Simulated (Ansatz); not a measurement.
A nudged elastic band was laid between two geometries of a periodic cell of 31 atoms, Al (host Al, host structure fcc, one Al atom removed).

These are results of Ansatz, DFT PBE, scalar-relativistic, plane waves, PAW, not measurements. Settings: PAW set soft_1, cutoff 420 eV, k mesh 2x2x2, gaussian smearing 0.15 eV, no spin polarisation.

```
movable images  : 3
climbing image  : yes
spring          : 2.0 eV/Å²
optimiser       : quadratic models (default)
start path      : IDPP
force threshold : 0.05 eV/Å
iteration limit : 80
end points      : relaxed
```

Image 0:

```xyz
31
Lattice="8.1000 0.0000 0.0000 0.0000 8.1000 0.0000 0.0000 0.0000 8.1000" Properties=species:S:1:pos:R:3
Al 4.052 0.005 -0.007
Al 6.067 2.020 -0.005
Al 6.062 0.005 2.036
Al 0.001 0.004 -0.004
Al 2.035 2.020 -0.004
Al 4.050 4.053 -0.005
Al 6.066 6.089 -0.005
Al 2.041 0.005 2.035
Al 4.052 2.015 2.036
Al 6.066 4.055 2.028
Al 4.050 0.003 4.045
Al 6.062 2.014 4.045
Al 6.062 0.004 6.055
Al 2.035 6.089 -0.005
Al 0.003 2.021 2.028
Al 2.035 4.055 2.028
Al 4.051 6.094 2.035
Al 0.002 0.005 4.046
Al 2.041 2.014 4.045
Al 4.052 4.056 4.044
Al 6.061 6.094 4.044
Al 2.042 0.004 6.057
Al 4.051 2.015 6.055
Al 6.066 4.055 6.062
Al 0.001 6.089 2.029
Al 0.002 4.054 4.046
Al 2.041 6.095 4.044
Al 0.001 2.019 6.063
Al 2.036 4.055 6.061
Al 4.050 6.094 6.056
Al 0.001 6.089 6.061
```

Image 4:

Only the atoms that move by more than 0.05 Å are listed.
```
Al2 8.106 4.056 0.000
```

(1) What changes between the two ends?

(2) What energy profile does the band end with?

(3) What is the geometry of the highest image?

Answers

(1) The atom that moves furthest is Al2, by 2.88 Å.

(2) The run converged. The highest image is number 2 of 0 to 4, 0.54 eV above the ends, which have the same energy within 2 meV. By the program's own check the climbing image is a first-order saddle point (lowest curvatures found: -1.04 and 0.57 eV/Å²). Limits of this set-up: coarse k mesh.

```csv
image,path coordinate (Å),energy (eV)
0,0.00,0.00
1,0.75,0.29
2,1.50,0.54
3,2.25,0.30
4,3.00,0.00
```

(3) 
```xyz
31
Lattice="8.1000 0.0000 0.0000 0.0000 8.1000 0.0000 0.0000 0.0000 8.1000" Properties=species:S:1:pos:R:3
Al 4.054 0.007 -0.003
Al 7.099 3.029 -0.001
Al 6.052 0.017 2.031
Al -0.040 0.047 -0.002
Al 1.981 2.068 -0.002
Al 4.088 4.014 -0.002
Al 6.114 6.040 -0.002
Al 2.034 -0.007 2.061
Al 4.062 2.004 2.029
Al 6.019 4.109 2.196
Al 4.047 0.001 4.047
Al 6.056 2.011 4.048
Al 6.052 0.017 6.064
Al 2.021 6.073 -0.003
Al 0.060 1.968 2.207
Al 2.011 4.076 2.031
Al 4.041 6.087 2.063
Al 0.015 -0.061 4.047
Al 2.089 2.013 4.047
Al 3.994 4.069 4.048
Al 6.059 6.134 4.048
Al 2.035 -0.007 6.034
Al 4.062 2.003 6.066
Al 6.020 4.108 5.900
Al 0.024 6.066 2.029
Al 0.017 4.072 4.048
Al 2.027 6.080 4.047
Al 0.060 1.968 5.887
Al 2.011 4.076 6.064
Al 4.041 6.087 6.032
Al 0.025 6.066 6.066
```

The run took 2.6 min on 2 threads of Intel(R) Xeon(R) 6975P-C (Granite Rapids), with other jobs on the host, peak memory 1.8 GiB.
